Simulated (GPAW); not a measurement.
TiSi2, 6 atoms in the cell. The structure is orthorhombic, space group Fddd (No. 70). The conventional cell has a = 4.779 Å, b = 8.235 Å, c = 8.526 Å, α = 90.00°, β = 90.00°, γ = 90.00°. Ti (site symmetry 222) is surrounded by 10 Si at 2.55 to 2.78 Å. Around Si (site symmetry 2) lie 5 Si at 2.52 to 2.79 Å and 5 Ti at 2.55 to 2.78 Å. The cell is a database's computed one.

- Program: GPAW 26.7.0
- Task: relaxation of cell and atoms
- Functional: LDA
- Potentials or basis: the program's PAW data sets (release 1.2.1) made for this functional
- Cutoff: 600 eV
- Basis: pw
- k mesh: 5 × 5 × 5
- Occupations: fermi-dirac, width 0.05 eV
- Spin: no spin polarisation
- Target pressure: 2 GPa
- Maxiter: 150
- Optimizer: BFGS
- Fmax: 0.02 eV/Å
- Max steps: 60
- Target pressure: 2 GPa
- Convergence: density=1e-05 forces=0.0001

Potentials or basis: the program's PAW data sets (release 1.2.1) made for this functional, pw.

The run is started by

```sh
$ OMP_NUM_THREADS=1 python run.py
```

Hardware: 1 thread of Arm Neoverse V1, with other jobs on the host.

Q: Estimate the wall time of this run.

A: Run time: 13 min on 1 thread of Arm Neoverse V1, on a shared host, peak memory 0.33 GiB. Counts: scf iterations 84, plane waves 2827, bands 38, k points 27, ion steps 8.
